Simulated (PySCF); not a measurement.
# [Yb(H2O)8]3+: other functionals and bases at one geometry

An exercise on one series of results from a longer session: the logs are not shown, and one member is left open.

Program: PySCF 2.14.0. Level of theory: several levels, as the steps say, no spin–orbit coupling. These are calculated values, not measurements.

4 further runs of the same task are left out: 2 for a known fault of the program, 2 that didn't finish.

### Where the work starts

25 atoms, charge 3, spin multiplicity 1.

Bond lengths: Yb1–O2 2.406 Å, Yb1–O5 2.406 Å, Yb1–O8 2.406 Å, Yb1–O11 2.406 Å, Yb1–O14 2.406 Å, Yb1–O17 2.406 Å, Yb1–O20 2.406 Å, Yb1–O23 2.406 Å, O2–H3 0.983 Å, O2–H4 0.983 Å, O5–H6 0.983 Å, O5–H7 0.983 Å, O8–H9 0.983 Å, O8–H10 0.983 Å, O11–H12 0.983 Å, O11–H13 0.983 Å, O14–H15 0.983 Å, O14–H16 0.983 Å and more. Angles: O2–Yb1–O5 74.7°, O2–Yb1–O8 118.2°, O2–Yb1–O11 74.7°, O2–Yb1–O14 75.1°, O2–Yb1–O17 141.7°, O2–Yb1–O20 141.7°, O2–Yb1–O23 75.1°, O5–Yb1–O8 74.7°, O5–Yb1–O11 118.2°, O5–Yb1–O14 75.1°, O5–Yb1–O17 75.1°, O5–Yb1–O20 141.7°, O5–Yb1–O23 141.7°, O8–Yb1–O11 74.7°, O8–Yb1–O14 141.7°, O8–Yb1–O17 75.1°, O8–Yb1–O20 75.1°, O8–Yb1–O23 141.7° and more.

As a file:

```
Yb    0.0000    0.0000    0.0000
O     2.0644    0.0000    1.2352
H     2.2473    0.0000    2.2012
H     2.9562    0.0001    0.8223
O     0.0000    2.0644    1.2352
H     0.0000    2.2473    2.2012
H    -0.0001    2.9562    0.8223
O    -2.0644    0.0000    1.2352
H    -2.2473    0.0000    2.2012
H    -2.9562   -0.0001    0.8223
O     0.0000   -2.0644    1.2352
H     0.0000   -2.2473    2.2012
H     0.0001   -2.9562    0.8223
O     1.4597    1.4598   -1.2352
H     2.0903    2.0904   -0.8223
H     1.5891    1.5891   -2.2012
O    -1.4598    1.4597   -1.2352
H    -2.0904    2.0903   -0.8223
H    -1.5891    1.5891   -2.2012
O    -1.4597   -1.4598   -1.2352
H    -2.0903   -2.0904   -0.8223
H    -1.5891   -1.5891   -2.2012
O     1.4598   -1.4597   -1.2352
H     2.0904   -2.0903   -0.8223
H     1.5891   -1.5891   -2.2012
```

Formal oxidation states: Yb +3. Each metal's 13 4f electrons lie in its core potential, so multiplicities, spins and levels count the valence alone. An earlier session relaxed this geometry at BP86, Yb lcecp-1-SVP with ECP59, O def2-SVP, H def2-SVP (singlet, point group D4d). Its vibrations showed it to be a saddle point, relaxed within its symmetry.

At BP86 on the finer grid: E = -649.702236 Eh, HOMO -18.85 eV, LUMO -13.14 eV, Mulliken charge on Yb1 +0.66 e, largest force component 0.005 eV/Å. 

Levels to run: r2SCAN; CAM-B3LYP; wB97X; PBE. Hardware: 4 threads of Intel Xeon Platinum 8259CL at 2.50GHz (Skylake/Cascade Lake), shared host.

The first run:

Input file run.py (the lines that set the calculation):

```python
mol = gto.M(atom='''
Yb     0.00000     0.00000     0.00000
O      2.06442     0.00003     1.23520
H      2.24731     0.00004     2.20123
H      2.95622     0.00005     0.82228
O     -0.00003     2.06442     1.23520
H     -0.00004     2.24731     2.20123
H     -0.00005     2.95622     0.82228
O     -2.06442    -0.00003     1.23520
H     -2.24731    -0.00004     2.20123
H     -2.95622    -0.00005     0.82228
O      0.00003    -2.06442     1.23520
H      0.00004    -2.24731     2.20123
H      0.00005    -2.95622     0.82228
O      1.45974     1.45979    -1.23520
H      2.09033     2.09040    -0.82228
H      1.58906     1.58912    -2.20123
O     -1.45979     1.45974    -1.23520
H     -2.09040     2.09033    -0.82228
H     -1.58912     1.58906    -2.20123
O     -1.45974    -1.45979    -1.23520
H     -2.09033    -2.09040    -0.82228
H     -1.58906    -1.58912    -2.20123
O      1.45979    -1.45974    -1.23520
H      2.09040    -2.09033    -0.82228
H      1.58912    -1.58906    -2.20123''',
    basis={'Yb': 'lcecp-1-SVP', 'O': 'def2-SVP', 'H': 'def2-SVP'},
    ecp={'Yb': 'lcecp-1-SVP'},
    charge=3, spin=0)
mf = dft.RKS(mol, xc='R2SCAN')
mf.grids.atom_grid = (75, 302)  # f atoms: unpruned, at least (60, 302)
mf = mf.density_fit()  # fitting sets: Yb AutoAux, O def2-universal-JKFIT, H def2-universal-JKFIT
mf.conv_tol = 1e-08; mf.max_cycle = 55
mf.kernel(dm0)  # dm0: the density of the relaxed state
```

Command:

```sh
> OMP_NUM_THREADS=4 python run.py
```

Steps of the session up to this table: r2SCAN; CAM-B3LYP; wB97X; PBE.

One of the session's tables, all rows but one given; the rest of the session is left out.

| level | HOMO (eV) | gap (eV) | charge on Yb1 (e) | largest force component (eV/Å) |
| --- | --- | --- | --- | --- |
| BP86 (relaxed here) | -18.85 | 5.71 | 0.66 | 0.00 |
| r2SCAN | ? | ? | ? | ? |
| CAM-B3LYP | -22.15 | 11.08 | 0.84 | 0.42 |
| wB97X | -23.22 | 13.25 | 0.88 | 0.56 |
| PBE | -18.74 | 5.65 | 0.64 | 0.06 |

Q: Estimate the row for r2SCAN from the others.

As computed: HOMO (eV): -19.22; gap (eV): 6.43; charge on Yb1 (e): 0.95; largest force component (eV/Å): 0.42. In the column «HOMO (eV)» it lies between CAM-B3LYP (-22.15) and BP86 (relaxed here) (-18.85).

In one basis the HOMO–LUMO gap runs from 5.65 eV (PBE) to 13.25 eV (wB97X). The largest leftover force, 0.56 eV/Å with wB97X, stands at a geometry relaxed at another level. With 4f in the core, its levels are missing from HOMO and gap, and its count is fixed, so no charge can pass from the ligands into it. Total energies of different levels can't be compared.
